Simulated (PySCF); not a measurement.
# A diatomic session: ZnF+

An exercise on one series of results from a longer session: the logs are not shown, and one member is left open.

The runs use PySCF 2.14.0; Zn def2-TZVPPD, F def2-TZVPPD, no relativity.

The first run:

A driver script around PySCF takes these settings:

```json
{
 "atoms": "Zn, F",
 "charge": "1",
 "basis": "Zn def2-TZVPPD, F def2-TZVPPD",
 "Hamiltonian": "no relativity",
 "basis functions": "107",
 "electrons treated": "38",
 "masses in u": "63.9291, 18.9984",
 "levels": "PBE0, PBE, r²SCAN, M06, BHandHLYP, r²SCAN0, B97-3, LDA, ωB97X, HF, MP2, SCS-MP2, CCSD, CCSD(T)",
 "grid": "80 radial by 434 angular points",
 "occupations": "held fixed by the projection of orbital angular momentum",
 "dissociation limit": "Zn+ + F, each in its ground configuration",
 "starting distance in angstrom": "1.905",
 "values of 2S to try": "0, 2"
}
```

On the command line:

```console
$ OMP_NUM_THREADS=2 python dia.py task.json out
```

Steps of the session up to this table: Set-up; First curve: PBE0; Other states along the same grid; PBE (GGA); r²SCAN (meta-GGA); M06; BHandHLYP (global hybrid GGA); r²SCAN0 (hybrid meta-GGA); B97-3 (global hybrid GGA); LDA (local density); ωB97X; RHF; Correlated methods on the Hartree–Fock reference.

One table of the session follows, with a row left open; its other results are not shown here.

Energy (eV) from each level's lowest point:

```
R (Å)    RHF  RHF-MP2  RHF-SCS-MP2  RHF-CCSD  RHF-CCSD(T)
1.475  1.365    1.242        1.302       n/a          n/a
1.544  0.587    0.530        0.568     0.560        0.579
1.612  0.171    0.153        0.174     0.167        0.180
1.664  0.031    0.028        0.037     0.033        0.040
1.715  0.000    0.000        0.000     0.000        0.000
1.766  0.051    0.046        0.038     0.042        0.034
1.835  0.212    0.190        0.173     0.183        0.161
1.921      ?        ?            ?         ?            ?
2.024  0.969    0.855        0.817     0.841        0.768
2.161  1.640    1.427        1.375       n/a          n/a
```

Q: Estimate the row for R (Å) = 1.921 from the others.

Worked estimate for «RHF». A straight line through the neighbours (1.835, 0.212) and (2.024, 0.969) gives 0.212 + (0.969 − 0.212) × (1.921 − 1.835) / (2.024 − 1.835) = 0.556; a parabola fitted to 4 rows on both sides gives 0.529.

The run gave: RHF: 0.516; RHF-MP2: 0.459; RHF-SCS-MP2: 0.432; RHF-CCSD: 0.449; RHF-CCSD(T): 0.407. In «RHF» the line misses by +0.040 and the parabola by +0.013.
